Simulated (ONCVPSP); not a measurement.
# Pseudopotential generation for germanium: ONCV, LDA (Perdew-Wang 92)

Task: generate the file, and judge it by its errors in other configurations, its logarithmic derivatives, its ghosts and its cutoff.

The numbers are computed with ONCVPSP 4.0.1.1 (patched build) (LDA (Perdew-Wang 92), scalar-relativistic, spin-unpolarised reference atom).

## 1. Settings

Typed settings, in words:

```json
{"element": "germanium (Ge, Z = 32)", "type": "optimised norm-conserving Vanderbilt (ONCV)", "frozen core": "[Ar] 3d10", "valence charge": "4", "reference configuration": "4s1.5 4p2.5", "partial waves": "4s: rc 1.45 bohr, ncon 5, nbas 9, qcut 4.6 1/bohr, 2 projectors, debl 3.8 Ha; 4p: rc 2.25 bohr, ncon 5, nbas 8, qcut 3.5 1/bohr, 1 projector", "local potential": "polynomial inside 1.00 bohr (lpopt 5, dvloc0 0 Ha)", "core correction": "polynomial model core, fcfact 0.3"}
```

An earlier all-electron run gives the scale for the radii.

All-electron outer shells of the reference configuration (LDA (PZ), scalar-relativistic, ld1.x):

```
shell  level (eV)  outermost node (bohr)  outermost maximum (bohr)
   3p     -116.28                   0.23                      0.54
   3d      -30.43                      –                      0.50
   4s      -12.45                   0.77                      1.73
   4p       -4.40                   0.82                      2.16
```

## 2. The generation run

The input, Ge.dat:

```
# ATOM AND REFERENCE CONFIGURATION
# atsym  z   nc   nv     iexc    psfile
  Ge 32.00    6    2  -001012      upf
#
#   n    l    f
    1    0    2.00
    2    0    2.00
    2    1    6.00
    3    0    2.00
    3    1    6.00
    3    2   10.00
    4    0    1.50
    4    1    2.50
#
# PSEUDOPOTENTIAL AND OPTIMIZATION
# lmax
    1
#
#   l,   rc,      ep,       ncon, nbas, qcut
    0    1.45    0.00    5    9    4.60
    1    2.25    0.00    5    8    3.50
#
# LOCAL POTENTIAL
# lloc, lpopt,  rc(5),   dvloc0
    4    5    1.00    0.00
#
# VANDERBILT-KLEINMAN-BYLANDER PROJECTORs
# l, nproj, debl
    0    2    3.80
    1    1    0.90
#
# MODEL CORE CHARGE
# icmod, fcfact, rcfact
    1    0.30    0.00
#
# LOG DERIVATIVE ANALYSIS
# epsh1, epsh2, depsh
   -2.00    5.00    0.02
#
# OUTPUT GRID
# rlmax, drl
    6.00    0.01
#
# TEST CONFIGURATIONS
# ncnf
    4
# nvcnf
#   n    l    f
    2
    4    0    2.00
    4    1    2.00
#
    2
    4    0    2.00
    4    1    1.00
#
    2
    4    0    2.00
    4    1    0.00
#
    2
    4    0    0.00
    4    1    4.00
#
```

Started as:

```
oncvpsp.x < Ge.dat > Ge.out
```

Before running it: what results should come out? Wanted: cutoffs for 1 and 0.1 mHa per electron, occupied waves; bound ghosts; GHOST(+) flags; largest test error; largest phase difference near zero energy, channels read; rms error of d²Exc/dn², without and with the model core.

The runs gave:

| quantity | value |
| --- | --- |
| cutoffs for 1 and 0.1 mHa per electron, occupied waves | 75 Ha and 104 Ha |
| bound ghosts | s at -84.27 eV |
| GHOST(+) flags | p at 36 eV |
| largest test error (AE − PS) | -33 meV, for 4s2 4p0 |
| largest phase difference near zero energy, channels read | 0.011 rad |
| rms error of d²Exc/dn², without and with the model core | 8.73 and 0.82 mHa |

A bound ghost (s) makes it unfit for use: electrons can fall into a state that the atom doesn't have. By total energies transferability is fair: the largest error is 33 meV on 19.4 eV, for 4s2 4p0. It counts as very hard, with 75 Ha needed at the looser tolerance. At the looser tolerance the 4s wave is the slowest; 4p needs 6 Ha. Near zero energy the phases of the channels with partial waves agree within 0.011 rad. The pseudo curves have a pole with no partner nearby in the atom's: p at 1.78 Ha. At positive energy that is a spurious or a displaced resonance. The program also flags highly localised states, GHOST(+) (p). These are tests on the free atom; a crystal test is still owed.
